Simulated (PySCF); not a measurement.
# RuNF₂: quartet, from a T-shaped (ligand arrangement 1) start

Aim: relax RuNF₂ as a quartet from a T-shaped (ligand arrangement 1) start, check by its vibrations whether the end is a minimum, and collect its spectrum and constants.

Computed with PySCF 2.14.0. Level: PBE0, basis Ru def2-TZVP with ECP28, N def2-TZVP, F def2-TZVP, scalar-relativistic core potentials, no spin–orbit coupling, density fitting.

### 1 Where the work starts

4 atoms, charge 0, spin multiplicity 4.

Bond lengths: Ru1–N2 1.740 Å, Ru1–F3 1.890 Å, Ru1–F4 1.890 Å. Angles: N2–Ru1–F3 88.0°, N2–Ru1–F4 176.0°, F3–Ru1–F4 88.0°.

Coordinates in bohr (charge 0 multiplicity 4):
```
Ru    0.0000    0.0000    0.0000
N    -3.2860    0.0000    0.1147
F     0.0000    0.0000    3.5716
F     3.5693    0.0000    0.1247
```

### 2 Finding the electronic state

The steps below are one call of a driver around PySCF. For each, scf.py gives the equivalent set-up of the SCF; relaxations use the driver's own optimiser. After this first run the driver tries any further starts and a stability analysis.

Input file scf.py:

```python
from pyscf import gto, scf, dft
mol = gto.M(atom='''
Ru     0.000000     0.000000     0.000000
N     -1.738900     0.000000     0.060700
F      0.000000     0.000000     1.890000
F      1.888800     0.000000     0.066000''',
    basis={'Ru': 'def2-TZVP', 'N': 'def2-TZVP', 'F': 'def2-TZVP'},
    ecp={'Ru': 'def2-TZVP'},
    charge=0, spin=3)
mf = dft.UKS(mol, xc='PBE0')
mf.grids.atom_grid = (50, 194)
aux = {'Ru': 'def2-universal-JKFIT', 'N': 'def2-universal-JKFIT', 'F': 'def2-universal-JKFIT'}
mf = mf.density_fit(auxbasis=aux)
mf.conv_tol = 1e-08
mf.diis_space = 10
mf.max_cycle = 60
mf.init_guess = 'minao'
mf.verbose = 4
mf.kernel()
```

Started as:

```console
$ OMP_NUM_THREADS=4 python axn.py task.json out
```

Further steps of the session: Relaxation: T-shaped (ligand arrangement 1) start, quartet; Is it a minimum? Harmonic modes.

**Question.** What will these runs give? Wanted: minimum; geometry; wavenumbers; dipole moment; highest occupied, lowest empty level; polar-tensor charge of Ru1; zero-point energy; atomisation energy; ⟨S²⟩.

**Answer**, as computed:

| quantity | value |
| --- | --- |
| minimum | quartet, C2v |
| geometry | Ru–F 1.882 Å (×2), Ru–N 1.646 Å; F–Ru–F 94.2°, F–Ru–N 132.9° (×2) |
| wavenumbers (cm⁻¹) | 138 (b2), 215 (a1), 352 (b1), 613 (b2), 646 (a1), 1008 (a1) |
| dipole moment | 1.75 D |
| highest occupied, lowest empty level (either spin) | -6.95, -5.68 eV |
| polar-tensor charge of Ru1 | +1.67 e |
| zero-point energy | 17.8 kJ/mol |
| entropy at 298.15 K | 312.9 J/(mol K) |
| atomisation energy (no zero-point energy) | 1084 kJ/mol |
| ⟨S²⟩ | 3.857 |

What this shows: The T-shaped (ligand arrangement 1) start (Cs) ends in a minimum of C2v symmetry. In the infrared the band at 646 cm⁻¹ (a1, stretch) leads. Most of the spin sits on Ru1 (Mulliken spin 2.85, against 3 for the whole molecule). Only this shape and spin were tried, so other structures or states may lie lower. Open d and f shells are described by one determinant, and the ground state may have another occupation or spin.
